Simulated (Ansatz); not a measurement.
# Ge2NH7: how energies converge with the basis set

Aim: see how fast density functionals converge with the basis set for Ge2NH7.

Method: one geometry, several basis sets; program: Ansatz 0.2.0, Gaussian basis.

Levels to be run: PBE0-D4/def2-SVP; ωB97M-V/def2-SVP; PBE0-D4/def2-QZVPP; ωB97M-V/def2-QZVPP; the functionals' def2-TZVPP values are taken from earlier runs.

## 1. The geometry

All runs share one geometry, relaxed beforehand with PBE0-D4 in a triple-zeta def2 set.

SMILES `[GeH3][NH][GeH3]`, 10 atoms, charge 0, spin multiplicity 1.

Atoms are counted from 1 here; the program's logs count them from 0.

Bond lengths: Ge1–N2 1.837 Å, Ge1–H4 1.546 Å, Ge1–H5 1.538 Å, Ge1–H6 1.536 Å, N2–Ge3 1.837 Å, N2–H7 1.010 Å, Ge3–H8 1.546 Å, Ge3–H9 1.536 Å, Ge3–H10 1.538 Å. Angles: N2–Ge1–H4 113.1°, N2–Ge1–H5 108.1°, N2–Ge1–H6 106.5°, H4–Ge1–H5 108.8°, H4–Ge1–H6 109.1°, H5–Ge1–H6 111.2°, Ge1–N2–Ge3 123.9°, Ge1–N2–H7 113.9°, Ge3–N2–H7 113.9°, N2–Ge3–H8 113.1°, N2–Ge3–H9 106.5°, N2–Ge3–H10 108.1°, H8–Ge3–H9 109.1°, H8–Ge3–H10 108.8°, H9–Ge3–H10 111.2°.

## 2. PBE0-D4 in def2-SVP

Contents of in.yaml:

```yaml
crystal:
  periodic: [false, false, false]
  atoms:
    - {symbol: Ge, position_ang: [-1.136728, 0.838356, -0.787891]}
    - {symbol: N, position_ang: [0.497372, 0.029752, -0.565303]}
    - {symbol: Ge, position_ang: [1.037822, -0.779230, 0.992633]}
    - {symbol: H, position_ang: [-2.294926, -0.171722, -0.957476]}
    - {symbol: H, position_ang: [-1.064198, 1.726154, -2.041662]}
    - {symbol: H, position_ang: [-1.384191, 1.678302, 0.474578]}
    - {symbol: H, position_ang: [0.850063, -0.415708, -1.400738]}
    - {symbol: H, position_ang: [0.370538, -2.154467, 1.224777]}
    - {symbol: H, position_ang: [0.644969, 0.168620, 2.136232]}
    - {symbol: H, position_ang: [2.562379, -0.971358, 0.927850]}
basis:
  gaussian: {orbitals: def2-SVP}
hamiltonian: {xc: pbe0, dispersion: d4}
output: {orbitals: {seedname: orbitals}}
```

After this run come: ωB97M-V in def2-SVP; PBE0-D4 in def2-QZVPP; ωB97M-V in def2-QZVPP.

Before running them: what should the planned runs give, taken together? Wanted: PBE0-D4: double and triple zeta above quadruple; ωB97M-V: double and triple zeta above quadruple.

**Answer**, as computed:

| quantity | value |
| --- | --- |
| PBE0-D4: double and triple zeta above quadruple | 18.69, 2.56 eV |
| ωB97M-V: double and triple zeta above quadruple | 18.70, 2.50 eV |

For PBE0-D4 the step from double to triple zeta gains 16.13 eV and the next only 2.56 eV. Total energies overstate the basis error of differences, where much of it tends to cancel. The LUMO of ωB97M-V is positive and keeps falling with the basis (2.19 to 1.30 eV): an unbound level that the basis holds in place.
